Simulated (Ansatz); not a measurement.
Geometry optimisation, DFT PBEsol, scalar-relativistic, plane waves, PAW (Ansatz).

input.yaml

```yaml
crystal:
  lattice:
    - [5.71026, 0.0, 0.0]
    - [-2.85513, 4.94523, 0.0]
    - [0.0, 0.0, 16.20453]
  atoms:
    - { symbol: W, position: [0.0, 0.0, 0.0617111] }
    - { symbol: C, position: [0.3333333, 0.1666667, 0.1481999] }
    - { symbol: W, position: [0.0, 0.0, 0.2346887] }
    - { symbol: C, position: [0.3333333, 0.1666667, 0.3211775] }
    - { symbol: W, position: [0.0, 0.5, 0.0617111] }
    - { symbol: C, position: [0.3333333, 0.6666667, 0.1481999] }
    - { symbol: W, position: [0.0, 0.5, 0.2346887] }
    - { symbol: C, position: [0.3333333, 0.6666667, 0.3211775] }
    - { symbol: W, position: [0.5, 0.0, 0.0617111] }
    - { symbol: C, position: [0.8333333, 0.1666667, 0.1481999] }
    - { symbol: W, position: [0.5, 0.0, 0.2346887] }
    - { symbol: C, position: [0.8333333, 0.1666667, 0.3211775] }
    - { symbol: W, position: [0.5, 0.5, 0.0617111] }
    - { symbol: C, position: [0.8333333, 0.6666667, 0.1481999] }
    - { symbol: W, position: [0.5, 0.5, 0.2346887] }
    - { symbol: C, position: [0.8333333, 0.6666667, 0.3211775] }
    - { symbol: W, position: [0.66679, 0.3357415, 0.4334917] }
basis:
  ecutwfc: 420.0
kpoints:
  mp_grid: { grid: [5, 5, 1] }
hamiltonian:
  xc: pbesol
  pseudopotentials: { kind: paw, azcp: { folder: soft_1 } }
scf:
  occupations: { method: fermi_dirac, width: 0.15 }
  lower_state_search: "off"
relax:
  f_tol: 0.03
  max_steps: 60
  adjacent_minimum: "off"
  constraints: [{ sites: [0, 4, 8, 12] }]
```

Launched with:

```bash
$ ansatz run input.yaml --threads 4 --pin off --max-ram 10240MiB --backend cpu --events-out ev --progress --plain --runs-dir out
```

Q: Where does it end, and by what steps?

A: The run converged. Limits of this set-up: coarse k mesh, thin slab, slab without dipole correction, PAW files made for another functional, a typed lattice constant that wasn't relaxed here. After 7 steps the energy has fallen by 8.734 eV; W17 moved furthest, 0.93 Å. The start is strongly strained (largest force component 11 eV/Å).

| step | energy less start (eV) | largest force component (eV/Å) | accepted |
| --- | --- | --- | --- |
| 0 | 0.0000 | 10.639 | yes |
| 1 | -3.0656 | 11.428 | yes |
| 2 | -5.7348 | 10.452 | yes |
| 3 | -7.6401 | 6.582 | yes |
| 4 | -8.3107 | 4.588 | yes |
| 5 | -8.6632 | 2.307 | yes |
| 6 | -8.7338 | 0.087 | yes |
| 7 | -8.7343 | 0.009 | yes |

```xyz
17
Lattice="5.7103 0.0000 0.0000 -2.8551 4.9452 0.0000 0.0000 0.0000 16.2045" Properties=species:S:1:pos:R:3
W 0.000 0.000 1.000
C 1.421 0.820 2.343
W 0.000 0.000 3.861
C 1.419 0.819 5.162
W -1.428 2.473 1.000
C 0.000 3.297 2.318
W -1.400 2.489 3.811
C 0.000 3.297 5.014
W 2.855 0.000 1.000
C 4.289 0.820 2.343
W 2.855 -0.032 3.811
C 4.292 0.819 5.162
W 1.428 2.473 1.000
C 2.855 3.305 2.343
W 1.400 2.489 3.811
C 2.855 3.307 5.162
W 2.855 1.648 6.095
```

Whether the end is a true minimum wasn't checked by a vibrational analysis.

The run took 110 s on 4 threads of Arm Neoverse V2, with other jobs on the host, peak memory 1.4 GiB.
